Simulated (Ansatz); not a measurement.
**CH₄SZn: a ladder of functionals and wavefunction methods**

One table from this session's results is given with a row withheld; the runs are named, their logs left out.

Method: functionals in def2-TZVPP, the program's frozen cores in correlated methods; program: Ansatz 0.2.0, Gaussian basis.

The runs, in order: LDA (SPW92), PBE-D4, revPBE-D4, BLYP-D4, r2SCAN-D4, B97M-V, PBE0-D4, B3LYP-D4, r2SCANh-D4, r2SCAN0-D4, HSE06-D4, BHLYP-D4, CAM-B3LYP-D4, LC-ωPBE, ωB97X-V, ωB97M-V, B2PLYP, PBE-QIDH; CCSD(T)/def2-SVP; CCSD(T)/def2-TZVPP; MP2/def2-QZVPP; extrapolation to the limit; RPA on PBE.

## The geometry

An earlier PBE0-D4 in a triple-zeta def2 set relaxation fixed the geometry.

SMILES `C[S][ZnH]`, 7 atoms, charge 0, spin multiplicity 1.

Atoms are counted from 1 here; the program's logs count them from 0.

Bond lengths: C1–S2 1.825 Å, C1–H4 1.089 Å, C1–H5 1.089 Å, C1–H6 1.090 Å, S2–Zn3 2.170 Å, Zn3–H7 1.534 Å. Angles: S2–C1–H4 111.7°, S2–C1–H5 111.9°, S2–C1–H6 106.5°, H4–C1–H5 109.8°, H4–C1–H6 108.4°, H5–C1–H6 108.3°, C1–S2–Zn3 102.4°, S2–Zn3–H7 179.0°.

Set-up of the first run:

The input, in.yaml:

```yaml
crystal:
  periodic: [false, false, false]
  atoms:
    - {symbol: C, position_ang: [-0.921556, 0.608545, -0.282966]}
    - {symbol: S, position_ang: [-0.187233, 0.030692, 1.284537]}
    - {symbol: Zn, position_ang: [1.570270, -1.046237, 0.607104]}
    - {symbol: H, position_ang: [-1.228316, -0.223217, -0.915662]}
    - {symbol: H, position_ang: [-0.243714, 1.260558, -0.832176]}
    - {symbol: H, position_ang: [-1.808565, 1.182741, -0.015752]}
    - {symbol: H, position_ang: [2.819114, -1.813083, 0.154916]}
basis:
  gaussian: {orbitals: def2-TZVPP}
hamiltonian: {xc: lda}
output: {orbitals: {seedname: orbitals}}
```

Command:

```bash
$ ansatz run in.yaml --threads 4 --pin off --events-out ev --progress --plain --max-ram 10444MiB
```

Steps of the session up to this table: LDA; PBE-D4 (GGA); revPBE-D4 (GGA); BLYP-D4 (GGA); r2SCAN-D4 (meta-GGA); B97M-V (meta-GGA); B3LYP-D4 (hybrid); r2SCANh-D4 (hybrid); r2SCAN0-D4 (hybrid); HSE06-D4 (hybrid); BHLYP-D4 (hybrid); CAM-B3LYP-D4 (range-separated); LC-ωPBE (range-separated); ωB97X-V (range-separated); ωB97M-V (range-separated); B2PLYP (double hybrid); PBE-QIDH (double hybrid).

One table of the session follows, with a row left open; its other results are not shown here.

It belongs to the step «Orbital energies across the functionals». 

```
  functional  HOMO (eV)  gap (eV)
 LDA (SPW92)      -5.65      3.78
      PBE-D4      -5.52      3.87
   revPBE-D4      -5.47      3.91
     BLYP-D4      -5.37      3.77
   r2SCAN-D4      -5.75      4.42
      B97M-V      -5.83      4.24
     PBE0-D4      -6.67      5.78
    B3LYP-D4      -6.44      5.28
  r2SCANh-D4          ?         ?
  r2SCAN0-D4      -6.82      6.14
    HSE06-D4      -6.27      5.02
    BHLYP-D4      -7.68      7.44
CAM-B3LYP-D4      -7.97      7.87
     LC-ωPBE      -9.35     10.35
     ωB97X-V      -8.99      9.86
     ωB97M-V      -8.84      9.39
```

Estimate the missing values for r2SCANh-D4.

Worked estimate for «HOMO (eV)». Against the share of exact exchange, r2SCAN-D4 (0, -5.75), r2SCAN0-D4 (0.25, -6.82) give a slope of -4.28 per unit share; at 0.1 the line stands at -6.18.

As computed: HOMO (eV): -6.18; gap (eV): 5.12. In «HOMO (eV)» the line misses by 0.00.
